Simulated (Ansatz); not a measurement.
What does this script print? It uses the Python package of Ansatz (0.2.0).

Script `run_spin.py`:
```python
"""Gap between spin states of C2H6BO2 at one geometry."""

import ansatz

molecule = (
    ansatz.Crystal.molecule()
    .atom("C", (-0.5605, 1.5173, -0.6071))
    .atom("O", (0.0862, 0.7596, -1.5431))
    .atom("B", (1.042, -0.0604, -0.8331))
    .atom("O", (0.8556, -1.4535, -0.476))
    .atom("C", (0.353, -1.5352, 0.8483))
    .atom("H", (-1.265, 2.2707, -1.1867))
    .atom("H", (0.1028, 2.196, -0.0016))
    .atom("H", (-1.2328, 0.9669, 0.0237))
    .atom("H", (0.2459, -2.5791, 1.1876))
    .atom("H", (1.0962, -1.0821, 1.5927))
    .atom("H", (-0.6579, -1.0573, 1.016))
)

calculation = (
    molecule.calculation()
    .basis(gaussian="6-31G")
    .functional("R2SCAN0")
    .accuracy("high")
    .scf(lower_state_search="standard")
)
found = {}
for unpaired in [1, 3]:
    summary = calculation.spin("collinear", total=unpaired).run(threads=1, pin="off").report
    s = unpaired / 2
    found[unpaired] = summary["free_energy_ev"]
    print(f"2S+1 = {unpaired + 1}: E = {found[unpaired]:.5f} eV, <S^2> = {abs(summary['mean_field']['state']['spin_squared']):.3f} (pure state {s * (s + 1):.2f})")
lowest = min(found, key=found.get)
for unpaired, e in found.items():
    print(f"multiplicity {unpaired + 1}: {23.060548 * (e - found[lowest]):.1f} kcal/mol above the lowest")
```

Output of `python run_spin.py`:
```text
2S+1 = 2: E = -6933.25532 eV, <S^2> = 0.753 (pure state 0.75)
2S+1 = 4: E = -6928.31430 eV, <S^2> = 3.760 (pure state 3.75)
multiplicity 2: 0.0 kcal/mol above the lowest
multiplicity 4: 113.9 kcal/mol above the lowest
```

In order: multiplicity 2 (+0.00 eV) and multiplicity 4 (+4.94 eV), all at the one geometry.

Reading the output:
- The settings weren't tested for convergence.
- The geometry is a force-field or estimated start, not a minimum of this method, and the basis set is short of its limit. All parts are taken at fixed geometry, without zero-point energy.
- The species is open-shell (spin multiplicity 2).
- Finished in 23 s on 1 thread of Intel(R) Xeon(R) Processor @ 2.30GHz, on a shared host, peak memory 0.54 GiB.
